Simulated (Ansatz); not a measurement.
# C11H9F3O2: up Jacob's ladder to CCSD(T)

One table from this session's results is given with a row withheld; the runs are named, their logs left out.

The runs use Ansatz 0.2.0, Gaussian basis; functionals in def2-TZVPP, the program's frozen cores in correlated methods.

Plan: LDA (SPW92), PBE-D4, revPBE-D4, BLYP-D4, r2SCAN-D4, B97M-V, PBE0-D4, B3LYP-D4, r2SCANh-D4, r2SCAN0-D4, HSE06-D4, BHLYP-D4, CAM-B3LYP-D4, LC-ωPBE, ωB97X-V, ωB97M-V, B2PLYP, PBE-QIDH; CCSD(T)/def2-SVP; MP2/def2-TZVPP; MP2/def2-QZVPP; RPA on PBE.

1 further run of the same task is left out (it didn't finish).

## Structure used throughout

All runs share one geometry, relaxed beforehand with PBE0-D4 in a triple-zeta def2 set.

SMILES `C=C(C(=O)OCc1ccccc1)C(F)(F)F`, 25 atoms, charge 0, spin multiplicity 1.

Atoms are counted from 1 here; the program's logs count them from 0.

Bond lengths: C1–C2 1.326 Å, C1–H17 1.082 Å, C1–H18 1.082 Å, C2–C3 1.489 Å, C2–C13 1.507 Å, C3–O4 1.201 Å, C3–O5 1.335 Å, O5–C6 1.442 Å, C6–C7 1.497 Å, C6–H19 1.090 Å, C6–H20 1.090 Å, C7–C8 1.391 Å, C7–C12 1.391 Å, C8–C9 1.386 Å, C8–H21 1.085 Å, C9–C10 1.387 Å, C9–H22 1.084 Å, C10–C11 1.387 Å and more. Angles: C2–C1–H17 121.2°, C2–C1–H18 120.2°, H17–C1–H18 118.6°, C1–C2–C3 123.1°, C1–C2–C13 121.2°, C3–C2–C13 115.7°, C2–C3–O4 123.5°, C2–C3–O5 111.7°, O4–C3–O5 124.7°, C3–O5–C6 116.3°, O5–C6–C7 111.4°, O5–C6–H19 104.2°, O5–C6–H20 108.7°, C7–C6–H19 111.1°, C7–C6–H20 111.4°, H19–C6–H20 109.7°, C6–C7–C8 120.1°, C6–C7–C12 120.7° and more.

The first run:

Contents of in.yaml:

```yaml
crystal:
  periodic: [false, false, false]
  atoms:
    - {symbol: C, position_ang: [-3.225763, -0.517915, 0.618520]}
    - {symbol: C, position_ang: [-2.550206, -1.028017, -0.402328]}
    - {symbol: C, position_ang: [-1.344506, -0.378849, -0.985861]}
    - {symbol: O, position_ang: [-0.674230, -0.877927, -1.849097]}
    - {symbol: O, position_ang: [-1.110657, 0.814711, -0.436018]}
    - {symbol: C, position_ang: [0.074010, 1.503488, -0.884763]}
    - {symbol: C, position_ang: [1.267592, 1.127313, -0.063872]}
    - {symbol: C, position_ang: [1.539157, 1.801656, 1.122000]}
    - {symbol: C, position_ang: [2.628781, 1.446843, 1.900882]}
    - {symbol: C, position_ang: [3.459034, 0.411287, 1.497337]}
    - {symbol: C, position_ang: [3.196663, -0.264496, 0.314636]}
    - {symbol: C, position_ang: [2.106112, 0.091288, -0.463335]}
    - {symbol: C, position_ang: [-2.960773, -2.332911, -1.035614]}
    - {symbol: F, position_ang: [-3.225329, -2.184881, -2.335795]}
    - {symbol: F, position_ang: [-2.013000, -3.263482, -0.912469]}
    - {symbol: F, position_ang: [-4.069103, -2.822575, -0.462494]}
    - {symbol: H, position_ang: [-4.092421, -1.022525, 1.025015]}
    - {symbol: H, position_ang: [-2.914899, 0.416949, 1.064838]}
    - {symbol: H, position_ang: [-0.167790, 2.559073, -0.763818]}
    - {symbol: H, position_ang: [0.229833, 1.280376, -1.940087]}
    - {symbol: H, position_ang: [0.891875, 2.614884, 1.434815]}
    - {symbol: H, position_ang: [2.833458, 1.981338, 2.821446]}
    - {symbol: H, position_ang: [4.313509, 0.133273, 2.103689]}
    - {symbol: H, position_ang: [3.844913, -1.072483, -0.004441]}
    - {symbol: H, position_ang: [1.890343, -0.440720, -1.382588]}
basis:
  gaussian: {orbitals: def2-TZVPP}
hamiltonian: {xc: lda}
output: {orbitals: {seedname: orbitals}}
```

Among the steps run: LDA; PBE-D4 (GGA); revPBE-D4 (GGA); BLYP-D4 (GGA); r2SCAN-D4 (meta-GGA); B97M-V (meta-GGA); PBE0-D4 (hybrid); B3LYP-D4 (hybrid); r2SCANh-D4 (hybrid); r2SCAN0-D4 (hybrid); HSE06-D4 (hybrid); BHLYP-D4 (hybrid); CAM-B3LYP-D4 (range-separated); LC-ωPBE (range-separated); ωB97X-V (range-separated); ωB97M-V (range-separated); B2PLYP (double hybrid); PBE-QIDH (double hybrid).

One of the session's tables, all rows but one given; the rest of the session is left out.

It belongs to the step «Frontier levels by functional». 

| functional | HOMO (eV) | LUMO (eV) | gap (eV) |
| --- | --- | --- | --- |
| LDA (SPW92) | -6.70 | -3.13 | 3.57 |
| PBE-D4 | -6.47 | -2.84 | 3.63 |
| revPBE-D4 | -6.38 | -2.73 | 3.65 |
| BLYP-D4 | -6.29 | -2.70 | 3.59 |
| r2SCAN-D4 | -6.66 | -2.72 | 3.94 |
| B97M-V | -6.63 | -2.62 | 4.01 |
| PBE0-D4 | -7.49 | -1.90 | 5.58 |
| B3LYP-D4 | ? | ? | ? |
| r2SCANh-D4 | -7.05 | -2.37 | 4.68 |
| r2SCAN0-D4 | -7.62 | -1.85 | 5.77 |
| HSE06-D4 | -7.10 | -2.29 | 4.81 |
| BHLYP-D4 | -8.27 | -0.83 | 7.45 |
| CAM-B3LYP-D4 | -8.70 | -0.76 | 7.93 |
| LC-ωPBE | -10.00 | 0.41 | 10.41 |
| ωB97X-V | -9.64 | 0.35 | 10.00 |
| ωB97M-V | -9.57 | 0.27 | 9.84 |

Estimate the missing values for B3LYP-D4.

Worked estimate for «HOMO (eV)». Against the share of exact exchange, BLYP-D4 (0, -6.29), BHLYP-D4 (0.5, -8.27) give a slope of -3.96 per unit share; at 0.2 the line stands at -7.08.

**Answer.** HOMO (eV): -7.27; LUMO (eV): -2.13; gap (eV): 5.14. In «HOMO (eV)» the line misses by +0.19.
